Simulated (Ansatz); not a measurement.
# TaPtBr6: the cost of one run

Computed with Ansatz 0.2.0 (DFT PBE, scalar-relativistic, plane waves, PAW, unless a step's input says otherwise).

## Step 1: The structure to begin with

It takes space group Fm-3m (No. 225, cubic). Conventional cell: a = 10.642 Å, b = 10.642 Å, c = 10.642 Å, α = 90.00°, β = 90.00°, γ = 90.00°. Ta (site symmetry m-3m) has 6 Br at 2.71 Å as nearest neighbours. Pt (site symmetry m-3m) has 6 Br at 2.61 Å as nearest neighbours. Br (site symmetry 4mm) has 1 Pt at 2.61 Å and 1 Ta at 2.71 Å as nearest neighbours.

Coordinates:

```xyz
8
Lattice="0.0000 5.3211 5.3211 5.3211 0.0000 5.3211 5.3211 5.3211 0.0000" Properties=species:S:1:pos:R:3 pbc="T T T"
Ta    5.3211    5.3211    5.3211
Pt    0.0000    0.0000    0.0000
Br    5.3211    5.3211    2.6064
Br    5.3211    5.3211    8.0358
Br    2.6064    5.3211    5.3211
Br    8.0358    5.3211    5.3211
Br    5.3211    2.6064    5.3211
Br    5.3211    8.0358    5.3211
```

Recipe of the guess: species swapped into a database cell of HfVF6 (Fm-3m, No. 225), with Pt on the Hf sites, Ta on the V sites and Br on the F sites. Its size is a rough estimate.

## Step 2: The guess as it stands, on a coarse mesh

input.yaml reads:

```yaml
crystal:
  lattice:
    - [0.0, 5.321083, 5.321083]
    - [5.321083, 0.0, 5.321083]
    - [5.321083, 5.321083, 0.0]
  atoms:
    - { symbol: Ta, position: [0.5, 0.5, 0.5] }
    - { symbol: Pt, position: [0.0, 0.0, 0.0] }
    - { symbol: Br, position: [0.24491, 0.24491, 0.75509] }
    - { symbol: Br, position: [0.75509, 0.75509, 0.24491] }
    - { symbol: Br, position: [0.75509, 0.24491, 0.24491] }
    - { symbol: Br, position: [0.24491, 0.75509, 0.75509] }
    - { symbol: Br, position: [0.24491, 0.75509, 0.24491] }
    - { symbol: Br, position: [0.75509, 0.24491, 0.75509] }
basis:
  ecutwfc: 420
kpoints:
  mp_grid: { grid: [4, 4, 4] }
hamiltonian:
  xc: pbe
scf:
  occupations: { method: gaussian, width: 0.1 }
  lower_state_search: "off"
output:
  forces: true
  stress: true
  eigenvalues: true
```

On the command line:

```
$ ansatz run input.yaml --threads 1 --pin off --max-ram 2048MiB --backend cpu --events-out ev --progress --plain --runs-dir out
```

Q: Estimate wall time and peak memory on 1 thread of AMD EPYC 7B13 (Zen 3), shared host.

About 5.5 s, with a peak of 0.62 GiB.
